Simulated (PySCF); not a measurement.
**C₂H₈OSi₂: fields and orbitals**

Aim: take C₂H₈OSi₂ and see where an electron leaves and enters, localise its valence orbitals and analyse its density (charges, bond critical points, surface potential).

Computed with PySCF 2.14.0. Level: levels as typed in each script, gas phase, geometry from GFN2-xTB.

## 1. The starting structure

SMILES `C1C[SiH2][SiH2]O1`, 13 atoms, charge 0, spin multiplicity 1.

Bond lengths: C1–C2 1.529 Å, C1–O5 1.403 Å, C1–H6 1.096 Å, C1–H7 1.098 Å, C2–Si3 1.920 Å, C2–H8 1.091 Å, C2–H9 1.088 Å, Si3–Si4 2.309 Å, Si3–H10 1.466 Å, Si3–H11 1.470 Å, Si4–O5 1.637 Å, Si4–H12 1.459 Å, Si4–H13 1.469 Å. Angles: C2–C1–O5 112.7°, C2–C1–H6 111.1°, C2–C1–H7 109.6°, O5–C1–H6 106.6°, O5–C1–H7 108.8°, H6–C1–H7 107.9°, C1–C2–Si3 107.6°, C1–C2–H8 108.8°, C1–C2–H9 109.0°, Si3–C2–H8 109.3°, Si3–C2–H9 114.8°, H8–C2–H9 107.3°, C2–Si3–Si4 89.9°, C2–Si3–H10 108.9°, C2–Si3–H11 108.7°, Si4–Si3–H10 121.6°, Si4–Si3–H11 117.8°, H10–Si3–H11 107.6° and more.

Geometry (Å):

```xyz
13
charge 0, multiplicity 1
C     0.0002    1.6021    0.2377
C     1.2813    0.9230   -0.2489
Si    1.0941   -0.9612    0.0662
Si   -1.2030   -0.7426   -0.0264
O    -1.1563    0.8911   -0.1149
H    -0.1049    2.6032   -0.1949
H     0.0315    1.7086    1.3305
H     1.3874    1.1005   -1.3201
H     2.1356    1.3857    0.2413
H     1.8385   -1.6921   -0.9636
H     1.7003   -1.2833    1.3662
H    -1.9661   -1.1119   -1.2140
H    -1.9366   -1.1367    1.1842
```

## 2. Removing and adding an electron (B3LYP/def2-svpd)

input.py reads:

```python
import numpy as np
from pyscf import gto, scf, dft
from pyscf.scf import atom_ks, atom_hf
from scipy.linalg import block_diag

def solve(mol, dm0=None, hcore=None):
    mf = (dft.UKS if mol.spin else dft.RKS)(mol, xc='b3lyp')
    mf.grids.level = 3
    mf = mf.density_fit(auxbasis='def2-universal-jkfit')
    mf.conv_tol, mf.max_cycle = 1e-8, 80
    if hcore is not None:
        mf.get_hcore = lambda *args: hcore
    mf.kernel(dm0)
    if not mf.converged:
        mf = mf.newton().run(mf.mo_coeff, mf.mo_occ, max_cycle=30)
    assert mf.converged, 'SCF not converged'
    return mf

mol = gto.M(atom='''
C      0.00018     1.60209     0.23768
C      1.28128     0.92301    -0.24887
Si     1.09414    -0.96120     0.06620
Si    -1.20301    -0.74264    -0.02643
O     -1.15631     0.89113    -0.11488
H     -0.10486     2.60321    -0.19489
H      0.03154     1.70859     1.33051
H      1.38743     1.10051    -1.32014
H      2.13564     1.38567     0.24131
H      1.83851    -1.69206    -0.96363
H      1.70034    -1.28325     1.36625
H     -1.96613    -1.11186    -1.21404
H     -1.93664    -1.13668     1.18420
''', basis='def2-svpd', charge=0, spin=0, verbose=4)
mf = solve(mol)
out = dict(e0=mf.e_tot, dm0=mf.make_rdm1(), c=mf.mo_coeff, occ=mf.mo_occ, eps=mf.mo_energy)
for name, dq, spin in [('cation', 1, 1), ('anion', -1, 1)]:
    ion = mol.copy().set(charge=mol.charge + dq, spin=spin).build()
    mi = solve(ion)
    if spin and dq > 0 and mol.nao < 130:
        c, _, stable, _ = mi.stability(return_status=True)
        if not stable:
            mi = solve(ion, mi.make_rdm1(c, mi.mo_occ))
    print(name, 'vertical energy change / eV', (mi.e_tot - mf.e_tot) * 27.211386)
    out.update({'e_' + name: mi.e_tot, 'dm_' + name: mi.make_rdm1(), 's2_' + name: mi.spin_square()[0], 'eps_' + name: mi.mo_energy, 'occ_' + name: mi.mo_occ})
# spherically averaged free atoms, for the promolecule
atm = atom_ks.get_atm_nrks(mol, xc='b3lyp')
pro = block_diag(*[(atm[a[0]][2] * atm[a[0]][3]) @ atm[a[0]][2].T for a in mol._atom])
np.savez('result.npz', pro=pro, **out)
```

Run with:

```bash
OMP_NUM_THREADS=1 python input.py
```

## 4. Localised orbitals (M06-2X/def2-svp)

input.py reads:

```python
import numpy as np
from pyscf import gto, scf, dft, lo
from pyscf.data.elements import chemcore

def solve(mol, dm0=None, hcore=None):
    mf = (dft.UKS if mol.spin else dft.RKS)(mol, xc='m062x')
    mf.grids.level = 3
    mf = mf.density_fit(auxbasis='def2-universal-jkfit')
    mf.conv_tol, mf.max_cycle = 1e-8, 80
    if hcore is not None:
        mf.get_hcore = lambda *args: hcore
    mf.kernel(dm0)
    if not mf.converged:
        mf = mf.newton().run(mf.mo_coeff, mf.mo_occ, max_cycle=30)
    assert mf.converged, 'SCF not converged'
    return mf

mol = gto.M(atom='''
C      0.00018     1.60209     0.23768
C      1.28128     0.92301    -0.24887
Si     1.09414    -0.96120     0.06620
Si    -1.20301    -0.74264    -0.02643
O     -1.15631     0.89113    -0.11488
H     -0.10486     2.60321    -0.19489
H      0.03154     1.70859     1.33051
H      1.38743     1.10051    -1.32014
H      2.13564     1.38567     0.24131
H      1.83851    -1.69206    -0.96363
H      1.70034    -1.28325     1.36625
H     -1.96613    -1.11186    -1.21404
H     -1.93664    -1.13668     1.18420
''', basis='def2-svp', charge=0, spin=0, verbose=4)
mf = solve(mol)
occ_all = mf.mo_coeff[:, mf.mo_occ > 0]
occ = occ_all[:, chemcore(mol):]
pm = lo.PM(mol, occ, pop_method='meta_lowdin')
loc = pm.kernel()
for _ in range(5):
    new, stable = pm.stability_jacobi(return_status=True)
    if stable:
        break
    loc = pm.kernel(new)
fock, s = mf.get_fock(), mf.get_ovlp()
ortho = lo.orth_ao(mol, 'meta_lowdin')
labels = mol.ao_labels(fmt=None)
vir = loc[:, :0]
both = np.hstack([loc, vir])
p = (ortho.T @ s @ both) ** 2
pop = np.array([p[[l[0] == a for l in labels]].sum(0) for a in range(mol.natm)])
spd = np.array([[p[[l[0] == a and l[2][-1] == k for l in labels]].sum(0) for k in 'spd'] for a in range(mol.natm)])
eps = np.einsum('pi,pq,qi->i', both, fock, both)
for i in np.argsort(eps):
    top = np.argsort(-pop[:, i])[:3]
    print('%3d %s %9.4f Eh ' % (i + 1, 'occ' if i < loc.shape[1] else 'vir', eps[i]), '  '.join('%s%d %.3f' % (mol.atom_symbol(a), a + 1, pop[a, i]) for a in top))
np.savez('result.npz', c=both, nocc=loc.shape[1], pop=pop, spd=spd, eps=eps, e=mf.e_tot)
```

## 6. Density, bond paths and surface potential (PBE0/def2-svp)

input.py reads:

```python
import numpy as np
from pyscf import gto, scf, dft
from pyscf.scf import atom_ks, atom_hf
from scipy.linalg import block_diag

def solve(mol, dm0=None, hcore=None):
    mf = (dft.UKS if mol.spin else dft.RKS)(mol, xc='pbe0')
    mf.grids.level = 3
    mf = mf.density_fit(auxbasis='def2-universal-jkfit')
    mf.conv_tol, mf.max_cycle = 1e-8, 80
    if hcore is not None:
        mf.get_hcore = lambda *args: hcore
    mf.kernel(dm0)
    if not mf.converged:
        mf = mf.newton().run(mf.mo_coeff, mf.mo_occ, max_cycle=30)
    assert mf.converged, 'SCF not converged'
    return mf

mol = gto.M(atom='''
C      0.00018     1.60209     0.23768
C      1.28128     0.92301    -0.24887
Si     1.09414    -0.96120     0.06620
Si    -1.20301    -0.74264    -0.02643
O     -1.15631     0.89113    -0.11488
H     -0.10486     2.60321    -0.19489
H      0.03154     1.70859     1.33051
H      1.38743     1.10051    -1.32014
H      2.13564     1.38567     0.24131
H      1.83851    -1.69206    -0.96363
H      1.70034    -1.28325     1.36625
H     -1.96613    -1.11186    -1.21404
H     -1.93664    -1.13668     1.18420
''', basis='def2-svp', charge=0, spin=0, verbose=4)
mf = solve(mol)
mf.analyze()
# spherically averaged free atoms, for the promolecule
atm = atom_ks.get_atm_nrks(mol, xc='pbe0')
pro = block_diag(*[(atm[a[0]][2] * atm[a[0]][3]) @ atm[a[0]][2].T for a in mol._atom])
np.savez('result.npz', e=mf.e_tot, c=mf.mo_coeff, occ=mf.mo_occ, eps=mf.mo_energy, pro=pro, dip=mf.dip_moment(verbose=0), s2=mf.spin_square()[0])
```

(Steps that only read results are left out.)

Before running it: what results should come out? Wanted: vertical ionisation energy; dipole moment; HOMO, LUMO.

The runs gave:

```
                                                  quantity           value
              vertical ionisation energy (B3LYP/def2-svpd)         9.68 eV
localised occupied orbitals above −45 eV (M06-2X/def2-svp)              15
                             dipole moment (PBE0/def2-svp)          1.22 D
                                HOMO, LUMO (PBE0/def2-svp)  -7.73, 0.03 eV
```

The ionisation energy from two SCF runs, 9.68 eV, lies 2.1 eV above −ε(HOMO) = 7.57 eV of the same level, B3LYP/def2-svpd, since self-interaction lifts this functional's HOMO. At PBE0/def2-svp: The highest Hirshfeld charge is on Si4 (+0.30 e), the lowest on O5 (−0.22 e). The geometry was not optimised at these levels.
